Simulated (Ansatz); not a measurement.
# Ge2Sb2Te5: the cost of one run

Program: Ansatz 0.2.0. Level of theory: DFT PBE, scalar-relativistic, plane waves, PAW. These are calculated values, not measurements.

## Step 1: Starting point

The structure is monoclinic, space group Cm (No. 8). Conventional cell: a = 13.678 Å, b = 6.132 Å, c = 9.672 Å, α = 90.00°, β = 134.93°, γ = 90.00°. Ge (site symmetry m) is surrounded by 6 Te at 2.85 to 3.20 Å. Ge (site symmetry m) has 6 Te at 2.82 to 3.19 Å as nearest neighbours. Sb (site symmetry m) has 6 Te at 2.98 to 3.20 Å as nearest neighbours. Sb (site symmetry m) has 6 Te at 2.95 to 3.19 Å as nearest neighbours. Te (site symmetry m) is surrounded by 3 Sb at 2.98 to 3.07 Å and 2 Ge at 3.05 to 3.20 Å. Te (site symmetry m) has 2 Ge at 2.95 to 3.00 Å and 2 Sb at 3.02 to 3.06 Å as nearest neighbours. Te (site symmetry m) is surrounded by 3 Ge at 2.82 to 3.07 Å and 2 Sb at 3.14 to 3.19 Å. Around Te (site symmetry m) lie 2 Sb at 2.95 to 3.20 Å and 3 Ge at 3.07 to 3.08 Å. Only part of the 9 independent sites is listed.

As a file:

```
CELL_PARAMETERS angstrom
6.84730 0.00000 6.84761
-6.83098 6.13201 6.84761
-6.83098 -6.13201 6.84761
ATOMIC_POSITIONS crystal
Ge 0.49734 0.75685 0.75685
Ge 0.49734 0.25685 0.25685
Ge 0.99734 0.75685 0.25685
Ge 0.99734 0.25685 0.75685
Ge 0.28429 0.95177 0.95177
Ge 0.28429 0.45177 0.45177
Ge 0.78429 0.95177 0.45177
Ge 0.78429 0.45177 0.95177
Sb 0.11187 0.15274 0.15274
Sb 0.11187 0.65274 0.65274
Sb 0.61187 0.15274 0.65274
Sb 0.61187 0.65274 0.15274
Sb 0.40171 0.34308 0.84308
Sb 0.40171 0.84308 0.34308
Sb 0.90171 0.34308 0.34308
Sb 0.90171 0.84308 0.84308
Te 0.39996 0.09858 0.09858
Te 0.39996 0.59858 0.59858
Te 0.89996 0.09858 0.59858
Te 0.89996 0.59858 0.09858
Te 0.20652 0.80164 0.80164
Te 0.20652 0.30164 0.30164
Te 0.70652 0.80164 0.30164
Te 0.70652 0.30164 0.80164
Te 0.00832 0.99906 0.99906
Te 0.00832 0.49906 0.49906
Te 0.50832 0.99906 0.49906
Te 0.50832 0.49906 0.99906
Te 0.29529 0.70041 0.20041
Te 0.29529 0.20041 0.70041
Te 0.79529 0.70041 0.70041
Te 0.79529 0.20041 0.20041
Te 0.09470 0.89587 0.39587
Te 0.09470 0.39587 0.89587
Te 0.59470 0.89587 0.89587
Te 0.59470 0.39587 0.39587
```

The runs take a perfect supercell of 36 atoms; the defect goes to fractional position (0.497, 0.757, 0.757).

## Step 2: The perfect supercell

input.yaml

```yaml
crystal:
  lattice:
    - [6.847295, 0.0, 6.847609]
    - [-6.830977, 6.132012, 6.847609]
    - [-6.830977, -6.132012, 6.847609]
  atoms:
    - { symbol: Ge, position: [0.497343, 0.756851, 0.756851] }
    - { symbol: Ge, position: [0.497343, 0.256851, 0.256851] }
    - { symbol: Ge, position: [0.997343, 0.756851, 0.256851] }
    - { symbol: Ge, position: [0.997343, 0.256851, 0.756851] }
    - { symbol: Ge, position: [0.284287, 0.951771, 0.951771] }
    - { symbol: Ge, position: [0.284287, 0.451771, 0.451771] }
    - { symbol: Ge, position: [0.784287, 0.951771, 0.451771] }
    - { symbol: Ge, position: [0.784287, 0.451771, 0.951771] }
    - { symbol: Sb, position: [0.11187, 0.152741, 0.152741] }
    - { symbol: Sb, position: [0.11187, 0.652741, 0.652741] }
    - { symbol: Sb, position: [0.61187, 0.152741, 0.652741] }
    - { symbol: Sb, position: [0.61187, 0.652741, 0.152741] }
    - { symbol: Sb, position: [0.401708, 0.343082, 0.843082] }
    - { symbol: Sb, position: [0.401708, 0.843082, 0.343082] }
    - { symbol: Sb, position: [0.901708, 0.343082, 0.343082] }
    - { symbol: Sb, position: [0.901708, 0.843082, 0.843082] }
    - { symbol: Te, position: [0.399959, 0.098579, 0.098579] }
    - { symbol: Te, position: [0.399959, 0.598579, 0.598579] }
    - { symbol: Te, position: [0.899959, 0.098579, 0.598579] }
    - { symbol: Te, position: [0.899959, 0.598579, 0.098579] }
    - { symbol: Te, position: [0.206519, 0.801642, 0.801642] }
    - { symbol: Te, position: [0.206519, 0.301642, 0.301642] }
    - { symbol: Te, position: [0.706519, 0.801642, 0.301642] }
    - { symbol: Te, position: [0.706519, 0.301642, 0.801642] }
    - { symbol: Te, position: [0.008324, 0.999056, 0.999056] }
    - { symbol: Te, position: [0.008324, 0.499056, 0.499056] }
    - { symbol: Te, position: [0.508324, 0.999056, 0.499056] }
    - { symbol: Te, position: [0.508324, 0.499056, 0.999056] }
    - { symbol: Te, position: [0.295288, 0.700412, 0.200412] }
    - { symbol: Te, position: [0.295288, 0.200412, 0.700412] }
    - { symbol: Te, position: [0.795288, 0.700412, 0.700412] }
    - { symbol: Te, position: [0.795288, 0.200412, 0.200412] }
    - { symbol: Te, position: [0.094702, 0.895866, 0.395866] }
    - { symbol: Te, position: [0.094702, 0.395866, 0.895866] }
    - { symbol: Te, position: [0.594702, 0.895866, 0.895866] }
    - { symbol: Te, position: [0.594702, 0.395866, 0.395866] }
basis:
  ecutwfc: 420
  fft_grid_basis: typed
kpoints:
  mp_grid: { grid: [1, 1, 1] }
hamiltonian:
  xc: pbe
  pseudopotentials: { kind: paw }
scf:
  occupations: { method: gaussian, width: 0.05 }
output:
  forces: true
  stress: false
  eigenvalues: true
  bader: false
  write_density: true
  volumetric_format: npy
```

The run is started by

```bash
> ansatz run input.yaml --threads 8 --pin off --max-ram 16384MiB --backend cpu --events-out ev --progress --plain --runs-dir out
```

**Question.** How long does this run take on 8 threads of AMD EPYC 7R43 (Zen 3), shared host, and how much memory does it need?

About 8.1 s, with a peak of 1.6 GiB.
